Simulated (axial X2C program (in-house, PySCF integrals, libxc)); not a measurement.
# A two-component session on InF⁻: properties at the nuclei

Aim: properties at the nuclei of InF⁻, with spin–orbit coupling in the Hamiltonian from the start.

Computed with an in-house X2C program for linear molecules on PySCF integrals. Level: two-component X2C with atomic mean-field terms, In dyall-acv3z, F dyall-av3z.

All values are calculated.

**1. Input**

The input, task.json:

```json
{"zs": [49, 9], "q": -1, "bas": ["dyall-acv3z", "dyall-av3z"], "r0": 2.06, "levels": ["PBE0", "HF", "r2SCAN", "LDA", "BHandHLYP"], "nst": 3}
```

Keys: zs atomic numbers; q charge; bas basis sets; r0 starting distance in Å; levels methods (HF also brings MP2); nst determinants followed.

Run with:

```
python soeom.py task.json out
```

Further steps of the session: Expectation values, lowest determinant; Expectation values, a higher determinant; Expectation values, a higher determinant.

**Question.** What will these runs give? Wanted: lowest determinant; Eeff magnitude; Ws magnitude In; A∥/gI In; qzz In; higher determinant (for each run or level that gives them).

As calculated:

| quantity | value |
| --- | --- |
| lowest determinant | Ω = 1/2 (excess of +ω over −ω: ω = 1/2) |
| Eeff magnitude (GV/cm), PBE0 | 0.202 |
| Ws magnitude In (kHz), PBE0 | 0.288 |
| A∥/gI In (MHz), PBE0 | 1160 |
| qzz In (a.u.), PBE0 | -1.90 |
| higher determinant | Ω = 3/2 (excess of +ω over −ω: ω = 3/2) |
| Eeff magnitude (GV/cm), PBE0, higher determinant | 0.597 |
| Ws magnitude In (kHz), PBE0, higher determinant | 0.241 |
| A∥/gI In (MHz), PBE0, higher determinant | -10.5 |
| qzz In (a.u.), PBE0, higher determinant | -2.22 |
| higher determinant | Ω = 5/2 (excess of +ω over −ω: ω = 5/2) |
| Eeff magnitude (GV/cm), PBE0, higher determinant | 0.00898 |
| Ws magnitude In (kHz), PBE0, higher determinant | 0.00165 |
| A∥/gI In (MHz), PBE0, higher determinant | 0.13 |
| qzz In (a.u.), PBE0, higher determinant | -3.59 |

**Reading.** In the first state, the effective field runs from 0.0603 to 1.27 GV/cm over the mean-field levels, so the levels don't agree on it. The expectation values come from single determinants, which for open shells can mix terms of unlike spin or miss the lowest Ω, so a determinant need not be a state. Eeff is the effective electric field on the electron dipole moment in this Ω state and Ws the scalar–pseudoscalar constant (defined with the proton number Z and per Ω); A∥ is the parallel hyperfine constant, which follows by multiplying with the nuclear g factor gI = μI/(I μN); qzz is the electric field gradient, eQq0 = 234.96 MHz × Q/barn × qzz. The operators were transformed with the bare-nucleus X2C matrices. A second determinant lies within 0.1 eV of the first, so their order is not settled at this level.
